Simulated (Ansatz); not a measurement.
# C2H7SSi radical: basis-set convergence

The task here is to estimate one member of a computed series from the others.

Computed with Ansatz 0.2.0, Gaussian basis. Level: one geometry, several basis sets.

Levels to be run: PBE0-D4/def2-SVP; ωB97M-V/def2-SVP; PBE0-D4/def2-QZVPP; ωB97M-V/def2-QZVPP; the functionals' def2-TZVPP values are taken from earlier runs.

## The geometry

All runs share one geometry, relaxed beforehand with PBE0-D4 in a triple-zeta def2 set.

SMILES `C[Si](C)S`, 11 atoms, charge 0, spin multiplicity 2.

Atoms are counted from 1 here; the program's logs count them from 0.

Bond lengths: C1–Si2 1.874 Å, C1–H5 1.092 Å, C1–H6 1.095 Å, C1–H7 1.093 Å, Si2–C3 1.878 Å, Si2–S4 2.149 Å, C3–H8 1.092 Å, C3–H9 1.093 Å, C3–H10 1.095 Å, S4–H11 1.343 Å. Angles: Si2–C1–H5 111.2°, Si2–C1–H6 110.6°, Si2–C1–H7 110.2°, H5–C1–H6 108.4°, H5–C1–H7 108.2°, H6–C1–H7 108.2°, C1–Si2–C3 111.5°, C1–Si2–S4 105.3°, C3–Si2–S4 111.4°, Si2–C3–H8 111.4°, Si2–C3–H9 110.2°, Si2–C3–H10 110.1°, H8–C3–H9 108.1°, H8–C3–H10 108.4°, H9–C3–H10 108.7°, Si2–S4–H11 95.0°.

Set-up of the first run:

File in.yaml:

```yaml
crystal:
  periodic: [false, false, false]
  atoms:
    - {symbol: C, position_ang: [-0.003239, 1.519923, -0.793617]}
    - {symbol: Si, position_ang: [0.199091, -0.330992, -0.578789]}
    - {symbol: C, position_ang: [0.690088, -0.770703, 1.179885]}
    - {symbol: S, position_ang: [-1.709668, -1.173074, -1.092274]}
    - {symbol: H, position_ang: [-0.309760, 1.767377, -1.811568]}
    - {symbol: H, position_ang: [-0.757499, 1.907967, -0.101548]}
    - {symbol: H, position_ang: [0.941729, 2.028739, -0.588759]}
    - {symbol: H, position_ang: [0.768812, -1.851224, 1.312901]}
    - {symbol: H, position_ang: [1.658915, -0.326517, 1.422810]}
    - {symbol: H, position_ang: [-0.056073, -0.390068, 1.884365]}
    - {symbol: H, position_ang: [-1.357096, -2.438527, -0.812808]}
basis:
  gaussian: {orbitals: def2-SVP}
magnetization: {spin_polarized: true, initial_magnetization: 1}
hamiltonian: {xc: pbe0, dispersion: d4}
output: {orbitals: {seedname: orbitals}}
```

Run with:

```
$ ansatz run in.yaml --threads 4 --pin off --events-out ev --progress --plain --max-ram 10444MiB
```

Among the steps run: PBE0-D4 in def2-SVP; ωB97M-V in def2-SVP; PBE0-D4 in def2-QZVPP; ωB97M-V in def2-QZVPP.

One table of the session follows, with a row left open; its other results are not shown here.

It belongs to the step «Density functionals: the series». 

| functional | basis | HOMO (eV) | LUMO (eV) |
| --- | --- | --- | --- |
| PBE0-D4 | def2-SVP | -5.32 | -1.79 |
| PBE0-D4 | def2-TZVPP | ? | ? |
| PBE0-D4 | def2-QZVPP | -5.43 | -1.92 |
| ωB97M-V | def2-SVP | -7.03 | -0.19 |
| ωB97M-V | def2-TZVPP | -7.13 | -0.34 |
| ωB97M-V | def2-QZVPP | -7.17 | -0.44 |

**Question.** Estimate the row for PBE0-D4, def2-TZVPP.

**Answer.** HOMO (eV): -5.40; LUMO (eV): -1.87. In the column «HOMO (eV)» it lies between PBE0-D4, def2-QZVPP (-5.43) and PBE0-D4, def2-SVP (-5.32).
